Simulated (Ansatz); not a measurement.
Run this with Ansatz 0.2.0 through its Python package and show what comes out.

`run_bde.py`:
```python
"""Cost of removing each kind of hydrogen from AlClFH, fragments frozen."""

import ansatz as az
from ase import Atoms


def energy_of(molecule, charge=0, unpaired=0):
    calc = (
        molecule.calculation()
        .basis(gaussian="6-31G*")
        .functional("cam_b3lyp")
    )
    if charge:
        calc = calc.charge(charge)
    if unpaired:
        calc = calc.spin("collinear", total=unpaired)
    return calc.run(threads=1, pin="off").report["free_energy_ev"]

def without(molecule, index):
    rest = az.Crystal.molecule()
    for i, site in enumerate(molecule.cartesian_sites):
        if i != index:
            rest = rest.atom(site.symbol, site.position_ang)
    return rest

atoms = Atoms(["F", "Al", "Cl", "H"], positions=[
    (0.5602, -1.1262, 1.3972),
    (0.1061, 0.043, 0.0386),
    (-1.7483, -0.2761, -1.1792),
    (1.1375, 1.299, -0.277),
])
geometry = az.Crystal.molecule_from_ase(atoms)

whole = energy_of(geometry, 0)
hydrogen = energy_of(az.Crystal.molecule().atom("H", (0, 0, 0)), 0, 1)
print(f"E(molecule) = {whole:.5f} eV, E(H) = {hydrogen:.5f} eV")
for index in [3]:
    radical = energy_of(without(geometry, index), 0, 1)
    print(f"H{index}: homolysis {(radical + hydrogen - whole):.3f} eV")
```

`python run_bde.py` gives:
```text
E(molecule) = -21854.52933 eV, E(H) = -13.51936 eV
H3: homolysis 3.605 eV
```

What to keep in mind:
- Total energies depend on the basis set; only differences at equal settings carry meaning.
- The geometry is a force-field or estimated start, not a minimum of this method, and the basis set is short of its limit. All parts are taken at fixed geometry, without zero-point energy.
- Wall time of the script: 4.1 s on 1 thread of Arm Neoverse V1 (shared host), peak memory 0.2 GiB.
